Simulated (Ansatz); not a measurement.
# CH8B2Si: a ladder of functionals and wavefunction methods

Aim: compute CH8B2Si with functionals from several rungs and with coupled cluster. The yardstick is the atomisation energy at the CCSD(T) limit.

Method: functionals in def2-TZVPP, the program's frozen cores in correlated methods; program: Ansatz 0.2.0, Gaussian basis.

Plan: LDA (SPW92), PBE-D4, revPBE-D4, BLYP-D4, r2SCAN-D4, B97M-V, PBE0-D4, B3LYP-D4, r2SCANh-D4, r2SCAN0-D4, HSE06-D4, BHLYP-D4, CAM-B3LYP-D4, LC-ωPBE, ωB97X-V, ωB97M-V, B2PLYP, PBE-QIDH; CCSD(T)/def2-SVP; CCSD(T)/def2-TZVPP; MP2/def2-QZVPP; extrapolation to the limit; RPA on PBE.

### 1 Structure used throughout

The geometry comes from an earlier relaxation with PBE0-D4 in a triple-zeta def2 set; it is a stationary point, not always the lowest conformer.

SMILES `BBC[SiH3]`, 12 atoms, charge 0, spin multiplicity 1.

Atoms are counted from 1 here; the program's logs count them from 0.

Bond lengths: B1–B2 1.642 Å, B1–H5 1.201 Å, B1–H6 1.201 Å, B2–C3 1.545 Å, B2–H7 1.210 Å, C3–Si4 1.892 Å, C3–H8 1.094 Å, C3–H9 1.094 Å, Si4–H10 1.486 Å, Si4–H11 1.487 Å, Si4–H12 1.486 Å. Angles: B2–B1–H5 122.6°, B2–B1–H6 121.7°, H5–B1–H6 115.6°, B1–B2–C3 128.4°, B1–B2–H7 114.7°, C3–B2–H7 116.8°, B2–C3–Si4 106.7°, B2–C3–H8 115.5°, B2–C3–H9 114.0°, Si4–C3–H8 104.9°, Si4–C3–H9 104.9°, H8–C3–H9 109.8°, C3–Si4–H10 111.0°, C3–Si4–H11 109.1°, C3–Si4–H12 110.5°, H10–Si4–H11 108.7°, H10–Si4–H12 108.7°, H11–Si4–H12 108.8°.

### 2 LDA

This LDA is Slater exchange with PW92 correlation.

in.yaml

```yaml
crystal:
  periodic: [false, false, false]
  atoms:
    - {symbol: B, position_ang: [-1.691478, 1.371311, 0.168337]}
    - {symbol: B, position_ang: [-0.267472, 0.778048, 0.731009]}
    - {symbol: C, position_ang: [0.228532, -0.685545, 0.733836]}
    - {symbol: Si, position_ang: [1.153458, -0.950272, -0.895689]}
    - {symbol: H, position_ang: [-1.851320, 1.694375, -0.977134]}
    - {symbol: H, position_ang: [-2.625015, 1.568068, 0.897957]}
    - {symbol: H, position_ang: [0.506877, 1.617242, 1.130080]}
    - {symbol: H, position_ang: [-0.555810, -1.448339, 0.739089]}
    - {symbol: H, position_ang: [0.964192, -0.904489, 1.513768]}
    - {symbol: H, position_ang: [2.233952, 0.055827, -1.065571]}
    - {symbol: H, position_ang: [1.762075, -2.306626, -0.895541]}
    - {symbol: H, position_ang: [0.219109, -0.844698, -2.046240]}
basis:
  gaussian: {orbitals: def2-TZVPP}
hamiltonian: {xc: lda}
output: {orbitals: {seedname: orbitals}}
```

Run with:

```
ansatz run in.yaml --threads 2 --pin off --events-out ev --progress --plain --max-ram 4352MiB
```

The runs that follow: PBE-D4 (GGA); revPBE-D4 (GGA); BLYP-D4 (GGA); r2SCAN-D4 (meta-GGA); B97M-V (meta-GGA); B3LYP-D4 (hybrid); r2SCANh-D4 (hybrid); r2SCAN0-D4 (hybrid); HSE06-D4 (hybrid); BHLYP-D4 (hybrid); CAM-B3LYP-D4 (range-separated); LC-ωPBE (range-separated); ωB97X-V (range-separated); ωB97M-V (range-separated); B2PLYP (double hybrid); PBE-QIDH (double hybrid); CCSD(T) in def2-SVP; CCSD(T) in def2-TZVPP; MP2 in def2-QZVPP; RPA on PBE orbitals.

Before running them: what should the planned runs give, taken together? Wanted: atomisation energy, CCSD(T)/CBS; farthest beyond LDA; mean size of error, GGA; mean size of error, meta-GGA; mean size of error, hybrid; mean size of error, range-separated; mean size of error, double hybrid; gap, smallest and largest; T1 diagnostic.

**Answer**, as computed:

| quantity | value |
| --- | --- |
| atomisation energy, CCSD(T)/CBS | 4047.1 kJ/mol |
| functionals within 20.2 kJ/mol (0.5 %) | BLYP-D4, BHLYP-D4, LC-ωPBE, B2PLYP, PBE-QIDH |
| farthest beyond LDA | B97M-V (+56.5 kJ/mol) |
| mean size of error, GGA | 23.7 kJ/mol |
| mean size of error, meta-GGA | 51.2 kJ/mol |
| mean size of error, hybrid | 25.7 kJ/mol |
| mean size of error, range-separated | 33.6 kJ/mol |
| mean size of error, double hybrid | 9.5 kJ/mol |
| gap, smallest and largest | 3.89 eV (LDA (SPW92)), 11.58 eV (LC-ωPBE) |
| T1 diagnostic | 0.0121 |
| triples share of the correlation energy | 3.4 % |

What this shows: LDA overbinds by 468.5 kJ/mol (12 %). PBE-D4 misses by +38.8 kJ/mol. Double hybrids carry the basis error of their MP2 part in triple zeta, and no dispersion term here, so their miss is partly the set-up's. Taken by rung, double hybrid functionals do best (9.5 kJ/mol on average) and meta-GGA ones worst beyond LDA (51.2 kJ/mol). The reference freezes the cores and leaves out relativity and excitations past (T), so misses under about 20.2 kJ/mol can't be ranked. Hartree-Fock recovers 79 % of the binding; the rest is correlation. CCSD(T) in def2-SVP is off by -176.2 kJ/mol, more than most functionals: a good method in a small basis is no reference. The gap grows from 3.9 to 11.6 eV across the functionals, mostly with the share of exact exchange.
